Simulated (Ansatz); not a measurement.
**AlGaH (quartet): wave-function methods side by side at a displaced geometry (v2), cc-pVDZ**

Aim: climb from Hartree-Fock through coupled cluster and multireference methods for AlGaH (quartet) at one geometry and basis, and see what each rung misses.

The runs use Ansatz 0.2.0, Gaussian basis; cc-pVDZ, core rule «outside noble gas», up to 19 orbitals frozen.

Plan: UHF; CCSD(T) on ROHF; CCSD(T) on UHF; BCCD(T) on ROHF; CISD as a restricted active space (open shells left free, so some higher excitations enter); CCSDT(Q) on ROHF; CCSDT(Q) on UHF; CASSCF and MRCISD+Q, 7 electrons in 9 orbitals; CASSCF and NEVPT2, 7 electrons in 9 orbitals.

27 further runs of the same task are left out: 3 for a known fault of the program, 11 that didn't finish, 13 set aside as unsound or not needed. Runs told in other sessions of the task aren't counted.

### Step 1. The system

The geometry is a PBE0/def2-TZVP stationary point (not a proven minimum) with its atoms shifted at random (size 0.100 Å). No spin-orbit coupling is included. The filled d shell of Ga may be among the frozen orbitals whatever the setting's name suggests.

3 atoms, charge 0, spin multiplicity 4.

Atoms are counted from 1 here; the program's logs count them from 0.

Bond lengths: Al1–Ga2 2.303 Å, Ga2–H3 1.569 Å. Angles: Al1–Ga2–H3 173.0°.

### Step 2. UHF

Contents of in.yaml:

```yaml
crystal:
  periodic: [false, false, false]
  atoms:
    - {symbol: Al, position_ang: [0.084376, 0.005225, 2.053498]}
    - {symbol: Ga, position_ang: [-0.080498, 0.013599, -0.243309]}
    - {symbol: H, position_ang: [-0.003878, -0.018825, -1.810189]}
basis:
  gaussian: {orbitals: cc-pVDZ}
magnetization: {spin_polarized: true, initial_magnetization: 3}
hamiltonian: {xc: hf}
output: {orbitals: {seedname: orbitals}}
```

On the command line:

```bash
$ ansatz run in.yaml --threads 1 --pin off --events-out ev --progress --plain --max-ram 2393MiB
```

After this run come: CCSD(T) on ROHF; CCSD(T) on UHF; BCCD(T) on ROHF; CISD as a restricted active space (open shells left free, so some higher excitations enter); CCSDT(Q) on ROHF; CCSDT(Q) on UHF; CASSCF and MRCISD+Q, 7 electrons in 9 orbitals; CASSCF and NEVPT2, 7 electrons in 9 orbitals.

Q: Predict the results of all the runs planned. Wanted: UCCSDT(Q) from the RHF energy; RMP2 from UCCSDT(Q); UMP2 from UCCSDT(Q); RCCSD from UCCSDT(Q); RCCSD(T) from UCCSDT(Q); UCCSD(T) from UCCSDT(Q); RCCSDT(Q) from UCCSDT(Q); NEVPT2 valence from UCCSDT(Q); MRCISD+Q valence from UCCSDT(Q).

As calculated:

| quantity | value |
| --- | --- |
| UCCSDT(Q) from the ROHF energy | -3.1586 eV |
| RMP2 from UCCSDT(Q) | +19.61 kcal/mol |
| UMP2 from UCCSDT(Q) | +19.72 kcal/mol |
| RCCSD from UCCSDT(Q) | +4.25 kcal/mol |
| RCCSD(T) from UCCSDT(Q) | +1.23 kcal/mol |
| UCCSD(T) from UCCSDT(Q) | +1.11 kcal/mol |
| RCCSDT(Q) from UCCSDT(Q) | +0.12 kcal/mol |
| NEVPT2 valence from UCCSDT(Q) | +11.64 kcal/mol |
| MRCISD+Q valence from UCCSDT(Q) | -0.05 kcal/mol |
| levels within 1 kcal/mol (43 meV) | RCCSDT, UCCSDT, RCCSDT(Q), MRCISD+Q valence |
| T1 diagnostic | 0.037 |
| effectively unpaired electrons | 3.03 |

RCCSD(T) misses by +1.23 kcal/mol, 1.7 % of the correlation energy. One determinant dominates. Of the multireference levels listed MRCISD+Q valence comes nearest in total energy (-0.05 kcal/mol), which doesn't show that its space is the better one. These misses are within one basis, not against nature; the frozen cores of restricted and unrestricted runs differ, which can shift their rows.
